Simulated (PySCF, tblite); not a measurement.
# C6H11OPSSi: geometry, infrared bands and NMR shifts

Aim: predict the infrared bands and NMR shifts of C6H11OPSSi (`CC1=C[P@](=S)(CO)C=C1[SiH3]`).

Computed with tblite 0.8.0 and PySCF 2.14.0, with density-fitted response routines of our own, on a single molecule in the gas phase. Atoms count from 0, in the outputs and in this text.

**1. The molecule as given**

21 atoms, charge 0, multiplicity 1; geometry from: force field or distance geometry start.

Bonds of the start (Å): C0–C1 1.49, C1–C2 1.37, C2–P3 1.77, P3–S4 1.94, P3–C5 1.82, C5–O6 1.44, P3–C7 1.77, C7–C8 1.35, C8–Si9 1.84, C8–C1 1.46, C0–H10 1.10, C0–H11 1.10, C0–H12 1.09, C2–H13 1.08, C5–H14 1.09, C5–H15 1.10, O6–H16 0.97, C7–H17 1.07, Si9–H18 1.48, Si9–H19 1.49, Si9–H20 1.48.

**2. Geometry optimisation with GFN2-xTB**

Job settings and geometry (Å):

```
{"job": {"kind": "relax", "xc": "GFN2-xTB", "basis": "xTB"}, "charge": 0, "multiplicity": 1}
C     -2.262000    -1.241100    -0.550600
C     -0.898800    -0.657000    -0.447600
C      0.230900    -1.419600    -0.350600
P      1.703700    -0.447500    -0.261500
S      3.181100    -0.742200    -1.478900
C      2.141000    -0.573600     1.498800
O      3.214300     0.345100     1.764500
C      0.731100     1.025500    -0.313400
C     -0.595600     0.771800    -0.414900
Si    -1.896400     2.074200    -0.511700
H     -2.897300    -0.929600     0.293200
H     -2.755300    -0.928300    -1.480300
H     -2.251400    -2.332400    -0.539300
H      0.223700    -2.498300    -0.368800
H      2.483800    -1.574300     1.749600
H      1.302000    -0.317700     2.164700
H      3.928200     0.149100     1.131800
H      1.169100     2.001900    -0.283600
H     -2.682200     1.922000    -1.757500
H     -1.263400     3.424700    -0.492400
H     -2.815300     1.964200     0.647900
```

Started as:

```
OMP_NUM_THREADS=1 python probes_run.py task.json out
```

One launch serves the whole session: the jobs run in the order shown.

**Question.** This job is followed by: GFN2-xTB harmonic vibrations, gas phase; GIAO PBE0/pcSseg-1 NMR shielding, non-relativistic, gas phase. Predict these results of the whole session: strongest single infrared mode (GFN2-xTB); zero-point energy (GFN2-xTB); 13C shifts against TMS (PBE0/pcSseg-1); 1H shifts against TMS (PBE0/pcSseg-1, means over atoms taken as alike); 31P shifts against H3PO4 (PBE0/pcSseg-1); 33S shifts against CS2 (PBE0/pcSseg-1); 17O shifts against H2O (PBE0/pcSseg-1); 29Si shifts against TMS (PBE0/pcSseg-1); surface potential, 1st and 99th percentile.

As calculated:

| quantity | value |
| --- | --- |
| strongest single infrared mode (GFN2-xTB) | 790 cm⁻¹, 339 km/mol |
| zero-point energy (GFN2-xTB) | 93.1 kcal/mol |
| 13C shifts against TMS (PBE0/pcSseg-1) | 163.3, 158.1, 155.2, 131.1, 68.0, 22.2 ppm |
| 1H shifts against TMS (PBE0/pcSseg-1, means over atoms taken as alike) | 7.08, 5.92, 4.35, 4.07, 3.95, 2.63, 2.30 ppm |
| 31P shifts against H3PO4 (PBE0/pcSseg-1) | 51.0 ppm |
| 33S shifts against CS2 (PBE0/pcSseg-1) | -347 ppm |
| 17O shifts against H2O (PBE0/pcSseg-1) | 11.6 ppm |
| 29Si shifts against TMS (PBE0/pcSseg-1) | -77.4 ppm |
| surface potential, 1st and 99th percentile | -1.38 V and 1.23 V |

The optimisation took 79 steps and gained 0.240 eV; among the close pairs (by a distance rule), P3–C5 changed most, from 1.818 to 1.875 Å. All 57 modes are real, so the xTB geometry is a minimum. The strongest single mode, at 790 cm⁻¹, has its largest shares on H19, H20 and H18 (the list is cut at 3 atoms). GFN2-xTB is a fitted tight-binding method: band positions and strengths are rough. Its intensities can rank the bands wrongly. At PBE0/pcSseg-1: Shielding is most anisotropic at S4 (span 266 ppm, paramagnetic term -207 ppm). By nearest atom (PBE0/pcSseg-1), the HOMO sits on S4 71 %; C7 7 % and the LUMO on C7, C8 about 20 % each; C1, C2 about 14 % each.
